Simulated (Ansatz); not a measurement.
# CH7NOSi: up Jacob's ladder to CCSD(T)

Aim: compute CH7NOSi with functionals from several rungs and with coupled cluster, and see how far each lands from CCSD(T) at the basis-set limit for the atomisation energy.

The runs use Ansatz 0.2.0, Gaussian basis; functionals in def2-TZVPP, the program's frozen cores in correlated methods.

Levels to be run: LDA (SPW92), PBE-D4, revPBE-D4, BLYP-D4, r2SCAN-D4, B97M-V, PBE0-D4, B3LYP-D4, r2SCANh-D4, r2SCAN0-D4, HSE06-D4, BHLYP-D4, CAM-B3LYP-D4, LC-ωPBE, ωB97X-V, ωB97M-V, B2PLYP, PBE-QIDH; CCSD(T)/def2-SVP; CCSD(T)/def2-TZVPP; CCSD(T)/def2-QZVPP; extrapolation to the limit; RPA on PBE.

**1. The geometry**

The geometry comes from an earlier relaxation with PBE0-D4 in a triple-zeta def2 set; it is a stationary point, not always the lowest conformer.

11 atoms, charge 0, spin multiplicity 1.

Atoms are counted from 1 here; the program's logs count them from 0.

Bond lengths: C1–Si2 1.862 Å, C1–H5 1.092 Å, C1–H6 1.094 Å, C1–H7 1.093 Å, Si2–N3 1.716 Å, Si2–O4 1.649 Å, Si2–H8 1.487 Å, N3–H9 1.007 Å, N3–H10 1.006 Å, O4–H11 0.959 Å. Angles: Si2–C1–H5 110.2°, Si2–C1–H6 111.2°, Si2–C1–H7 111.4°, H5–C1–H6 107.7°, H5–C1–H7 108.0°, H6–C1–H7 108.1°, C1–Si2–N3 106.8°, C1–Si2–O4 113.3°, C1–Si2–H8 110.5°, N3–Si2–O4 109.8°, N3–Si2–H8 114.3°, O4–Si2–H8 102.2°, Si2–N3–H9 121.6°, Si2–N3–H10 120.4°, H9–N3–H10 111.3°, Si2–O4–H11 115.6°.

**2. LDA**

This LDA is Slater exchange with PW92 correlation.

Contents of in.yaml:

```yaml
crystal:
  periodic: [false, false, false]
  atoms:
    - {symbol: C, position_ang: [-1.129357, 0.882075, 0.235123]}
    - {symbol: Si, position_ang: [-0.008304, -0.600087, 0.125299]}
    - {symbol: N, position_ang: [1.601708, -0.007406, 0.165712]}
    - {symbol: O, position_ang: [-0.240466, -1.494569, -1.240768]}
    - {symbol: H, position_ang: [-2.172922, 0.574634, 0.135633]}
    - {symbol: H, position_ang: [-1.021884, 1.388960, 1.198161]}
    - {symbol: H, position_ang: [-0.913668, 1.605538, -0.555943]}
    - {symbol: H, position_ang: [-0.328770, -1.576934, 1.198985]}
    - {symbol: H, position_ang: [2.389796, -0.626447, 0.263007]}
    - {symbol: H, position_ang: [1.800778, 0.901782, 0.548262]}
    - {symbol: H, position_ang: [0.088389, -1.104547, -2.052771]}
basis:
  gaussian: {orbitals: def2-TZVPP}
hamiltonian: {xc: lda}
output: {orbitals: {seedname: orbitals}}
```

Started as:

```
> ansatz run in.yaml --threads 2 --pin off --events-out ev --progress --plain --max-ram 32768MiB --backend cpu
```

After this run come: PBE-D4 (GGA); revPBE-D4 (GGA); BLYP-D4 (GGA); r2SCAN-D4 (meta-GGA); B97M-V (meta-GGA); B3LYP-D4 (hybrid); r2SCANh-D4 (hybrid); r2SCAN0-D4 (hybrid); HSE06-D4 (hybrid); BHLYP-D4 (hybrid); CAM-B3LYP-D4 (range-separated); LC-ωPBE (range-separated); ωB97X-V (range-separated); ωB97M-V (range-separated); B2PLYP (double hybrid); PBE-QIDH (double hybrid); CCSD(T) in def2-SVP; CCSD(T) in def2-TZVPP; CCSD(T) in def2-QZVPP; RPA on PBE orbitals.

Before running them: what should the planned runs give, taken together? Wanted: atomisation energy, CCSD(T)/CBS; farthest beyond LDA; mean size of error, GGA; mean size of error, meta-GGA; mean size of error, hybrid; mean size of error, range-separated; mean size of error, double hybrid; gap, smallest and largest; T1 diagnostic.

**Answer**, as computed:

| quantity | value |
| --- | --- |
| atomisation energy, CCSD(T)/CBS | 4058.3 kJ/mol |
| functionals within 20.3 kJ/mol (0.5 %) | r2SCAN-D4, B97M-V, B3LYP-D4, CAM-B3LYP-D4, ωB97X-V, ωB97M-V |
| farthest beyond LDA | BHLYP-D4 (-114.8 kJ/mol) |
| mean size of error, GGA | 37.4 kJ/mol |
| mean size of error, meta-GGA | 15.4 kJ/mol |
| mean size of error, hybrid | 52.3 kJ/mol |
| mean size of error, range-separated | 14.5 kJ/mol |
| mean size of error, double hybrid | 54.9 kJ/mol |
| gap, smallest and largest | 5.90 eV (BLYP-D4), 13.25 eV (LC-ωPBE) |
| T1 diagnostic | 0.0102 |
| triples share of the correlation energy | 3.4 % |

**Reading.** The LDA atomisation energy is off by 518.8 kJ/mol (13 %): it overbinds. PBE-D4 misses by +24.3 kJ/mol. Double hybrids carry the basis error of their MP2 part in triple zeta, and no dispersion term here, so their miss is partly the set-up's. The rungs range-separated, meta-GGA miss on average by less than the doubt on the reference (20.3 kJ/mol), so they tie. Misses under about 20.3 kJ/mol are within the doubt on the reference itself, which lacks core-valence correlation, relativity and higher excitations. Hartree-Fock recovers 72 % of the binding; the rest is correlation. CCSD(T) in def2-SVP is off by -303.8 kJ/mol, worse than the median functional, from the basis alone. The gap grows from 5.9 to 13.2 eV across the functionals, mostly with the share of exact exchange.
